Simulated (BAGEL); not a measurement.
# HF/STO-3G (density fitting with cc-pvqz-jkfit) run of C2H7NSi (SMILES C=N[SiH2]C)

Aim: the vertical ionisation energy of C2H7NSi at HF/STO-3G (density fitting with cc-pvqz-jkfit), from 2 runs. 

The calculation is run with BAGEL 1.2.2.

2 further runs of the same task are left out: 2 set aside as unsound or not needed.

### Step 1. Starting point

The species is C2H7NSi (11 atoms), meant as a singlet with charge 0. As SMILES, `C=N[SiH2]C`. The shape is that of a PBE0-D4/def2-TZVP optimisation. This is one conformer, not always the lowest.

Bond lengths: C1–N2 1.257 Å, N2–Si3 1.747 Å, Si3–C4 1.862 Å, C1–H5 1.097 Å, C1–H6 1.103 Å, Si3–H7 1.497 Å, Si3–H8 1.486 Å, C4–H9 1.092 Å, C4–H10 1.093 Å, C4–H11 1.092 Å. Some angles: C1–N2–Si3 124.0°, N2–Si3–C4 108.8°, N2–C1–H5 120.4°, N2–C1–H6 124.2°, N2–Si3–H7 110.9°, N2–Si3–H8 106.9°, C4–Si3–H7 110.6°, C4–Si3–H8 110.8°, Si3–C4–H9 110.4°, Si3–C4–H10 110.6°.

### Step 2. The energy at HF/STO-3G (density fitting with cc-pvqz-jkfit)

File input.json:

```json
{ "bagel" : [

{
  "title" : "molecule",
  "basis" : "sto-3g",
  "df_basis" : "cc-pvqz-jkfit",
  "angstrom" : true,
  "geometry" : [
    { "atom" : "C", "xyz" : [   -0.763200,    2.027200,    0.389900 ] },
    { "atom" : "N", "xyz" : [   -0.749500,    1.001600,   -0.336400 ] },
    { "atom" : "Si", "xyz" : [   -0.379200,   -0.602800,    0.247400 ] },
    { "atom" : "C", "xyz" : [    1.068600,   -1.271000,   -0.713200 ] },
    { "atom" : "H", "xyz" : [   -0.997700,    3.009000,   -0.039500 ] },
    { "atom" : "H", "xyz" : [   -0.550300,    2.023600,    1.471900 ] },
    { "atom" : "H", "xyz" : [   -0.075100,   -0.581600,    1.713400 ] },
    { "atom" : "H", "xyz" : [   -1.590400,   -1.434700,    0.023400 ] },
    { "atom" : "H", "xyz" : [    0.849500,   -1.270200,   -1.783000 ] },
    { "atom" : "H", "xyz" : [    1.292800,   -2.296000,   -0.407900 ] },
    { "atom" : "H", "xyz" : [    1.959900,   -0.662200,   -0.545500 ] }
  ]
},
{ "title" : "hf" },
{ "title" : "print", "file" : "orbitals.molden", "orbitals" : true }

]}
```

Launch:

```sh
BAGEL_NUM_THREADS=1 BAGEL input.json > input.out
```

Log:

```text
* using 1 threads per process

  ===============================================================
  ===============================================================

  *** Geometry ***

  { "atom" : "C", "xyz" : [     -1.442239,      3.830853,      0.736804 ] },
  { "atom" : "N", "xyz" : [     -1.416350,      1.892750,     -0.635704 ] },
  { "atom" : "Si", "xyz" : [     -0.716584,     -1.139127,      0.467518 ] },
  { "atom" : "C", "xyz" : [      2.019361,     -2.401842,     -1.347753 ] },
  { "atom" : "H", "xyz" : [     -1.885380,      5.686186,     -0.074644 ] },
  { "atom" : "H", "xyz" : [     -1.039916,      3.824050,      2.781488 ] },
  { "atom" : "H", "xyz" : [     -0.141918,     -1.099065,      3.237857 ] },
  { "atom" : "H", "xyz" : [     -3.005420,     -2.711190,      0.044220 ] },
  { "atom" : "H", "xyz" : [      1.605322,     -2.400330,     -3.369382 ] },
  { "atom" : "H", "xyz" : [      2.443038,     -4.338811,     -0.770819 ] },
  { "atom" : "H", "xyz" : [      3.703674,     -1.251377,     -1.030846 ] },

  Number of auxiliary basis functions:      823

  Since a DF basis is specified, we compute 2- and 3-index integrals:
    o Being stored without compression. Storage requirement is 0.006 GB

  Number of basis functions:       31
  Number of electrons      :       40

    * METHOD: MOLECULE                             0.76

  *** RHF ***

  === Nuclear Repulsion ===
   159.5228720387

      * DIIS with orbital gradients will be used.

  === RHF iteration (sto-3g) ===
      0       -418.14483904          0.01515022           0.06
      1       -418.19480273          0.00859969           0.06
      2       -418.21309565          0.00139126           0.06
      3       -418.21414732          0.00036647           0.06
      4       -418.21424652          0.00011796           0.06
      5       -418.21425751          0.00001077           0.06
      6       -418.21425758          0.00000238           0.06
      7       -418.21425758          0.00000064           0.06
      8       -418.21425758          0.00000026           0.06
      9       -418.21425758          0.00000008           0.06
     10       -418.21425758          0.00000004           0.06
     11       -418.21425758          0.00000002           0.06
     12       -418.21425758          0.00000000           0.06
    * SCF iteration converged.

    * Permanent dipole moment:
           (   -0.197122,     0.221283,    -0.460102) a.u.

    * METHOD: HF                                   0.89

    * METHOD: PRINT                                0.00

  ===============================================================
```

Wall time 1.8 s (1 thread of Arm Neoverse V1, shared host).

### Step 3. The doublet cation, same level

File calc.json:

```json
{ "bagel": [

{
  "title": "molecule",
  "basis": "sto-3g",
  "df_basis": "cc-pvqz-jkfit",
  "angstrom": true,
  "geometry": [
    { "atom": "C", "xyz": [   -0.763200,    2.027200,    0.389900 ] },
    { "atom": "N", "xyz": [   -0.749500,    1.001600,   -0.336400 ] },
    { "atom": "Si", "xyz": [   -0.379200,   -0.602800,    0.247400 ] },
    { "atom": "C", "xyz": [    1.068600,   -1.271000,   -0.713200 ] },
    { "atom": "H", "xyz": [   -0.997700,    3.009000,   -0.039500 ] },
    { "atom": "H", "xyz": [   -0.550300,    2.023600,    1.471900 ] },
    { "atom": "H", "xyz": [   -0.075100,   -0.581600,    1.713400 ] },
    { "atom": "H", "xyz": [   -1.590400,   -1.434700,    0.023400 ] },
    { "atom": "H", "xyz": [    0.849500,   -1.270200,   -1.783000 ] },
    { "atom": "H", "xyz": [    1.292800,   -2.296000,   -0.407900 ] },
    { "atom": "H", "xyz": [    1.959900,   -0.662200,   -0.545500 ] }
  ]
},
{
  "title": "uhf",
  "charge": 1,
  "nopen": 1
},
{
  "title": "print",
  "file": "orbitals.molden",
  "orbitals": true
}

]}
```

Launch:

```sh
BAGEL_NUM_THREADS=1 BAGEL calc.json > calc.out
```

Log:

```text
* using 1 threads per process

  ===============================================================
  ===============================================================

  *** Geometry ***

  { "atom" : "C", "xyz" : [     -1.442239,      3.830853,      0.736804 ] },
  { "atom" : "N", "xyz" : [     -1.416350,      1.892750,     -0.635704 ] },
  { "atom" : "Si", "xyz" : [     -0.716584,     -1.139127,      0.467518 ] },
  { "atom" : "C", "xyz" : [      2.019361,     -2.401842,     -1.347753 ] },
  { "atom" : "H", "xyz" : [     -1.885380,      5.686186,     -0.074644 ] },
  { "atom" : "H", "xyz" : [     -1.039916,      3.824050,      2.781488 ] },
  { "atom" : "H", "xyz" : [     -0.141918,     -1.099065,      3.237857 ] },
  { "atom" : "H", "xyz" : [     -3.005420,     -2.711190,      0.044220 ] },
  { "atom" : "H", "xyz" : [      1.605322,     -2.400330,     -3.369382 ] },
  { "atom" : "H", "xyz" : [      2.443038,     -4.338811,     -0.770819 ] },
  { "atom" : "H", "xyz" : [      3.703674,     -1.251377,     -1.030846 ] },

  Number of auxiliary basis functions:      823

  Since a DF basis is specified, we compute 2- and 3-index integrals:
    o Being stored without compression. Storage requirement is 0.006 GB

  Number of basis functions:       31
  Number of electrons      :       40

    * METHOD: MOLECULE                             0.72

  *** Open-shell HF ***

  === Nuclear Repulsion ===
   159.5228720387

      * DIIS with orbital gradients will be used.

  === UHF iteration (sto-3g) ===
      0       -417.91512789          0.02588672           0.11
      1       -417.98908399          0.00952294           0.11
      2       -417.99914389          0.00507158           0.11
      3       -418.00211901          0.00216526           0.11
      4       -418.00456781          0.00053931           0.11
      5       -418.00586733          0.00030006           0.11
      6       -418.00711992          0.00021865           0.11
      7       -418.00773632          0.00020787           0.11
      8       -418.00880080          0.00019723           0.11
      9       -418.01087255          0.00023726           0.11
     10       -418.01052431          0.00025037           0.11
     11       -418.01090353          0.00015379           0.12
     12       -418.01054164          0.00013522           0.11
     13       -418.01098548          0.00001988           0.11
     14       -418.01098200          0.00001061           0.12
     15       -418.01098817          0.00000208           0.11
     16       -418.01098825          0.00000094           0.11
     17       -418.01098826          0.00000033           0.11
     18       -418.01098826          0.00000009           0.11
     19       -418.01098826          0.00000006           0.11
     20       -418.01098826          0.00000003           0.11
     21       -418.01098826          0.00000002           0.11
     22       -418.01098826          0.00000001           0.11
     23       -418.01098826          0.00000001           0.11
    * SCF iteration converged.

    * S^2 (UHF) is 1.0141

    * Permanent dipole moment:
           (    0.593086,    -1.586878,    -0.522169) a.u.

    * METHOD: UHF                                  2.82

    * METHOD: PRINT                                0.00

  ===============================================================
```

Run time: 3.9 s. Hardware: 1 thread of Arm Neoverse V1, shared host.

### Step 4. Summary of results

Level: HF/STO-3G (density fitting with cc-pvqz-jkfit).

| quantity | value |
| --- | --- |
| singlet C2H7NSi: total energy | -418.21426 Eh |
| singlet C2H7NSi: dipole moment | 1.39 D |
| singlet C2H7NSi: HOMO energy | -7.98 eV |
| singlet C2H7NSi: LUMO energy | 8.34 eV |
| singlet C2H7NSi: HOMO–LUMO gap | 16.32 eV |
| doublet cation: total energy | -418.01099 Eh |
| doublet cation: ⟨S²⟩ | 1.014 |
| vertical ionisation energy (to the doublet cation) | 5.531 eV |

Removing an electron at fixed nuclei costs 5.53 eV (128 kcal/mol). −ε(HOMO) before ionisation, 7.98 eV, is 2.45 eV above this ionisation energy. In a minimal basis such a difference can be off by several eV, whatever the method. ⟨S²⟩ (doublet cation) is 1.01 where a pure doublet has 0.75: the reference is spin-contaminated.
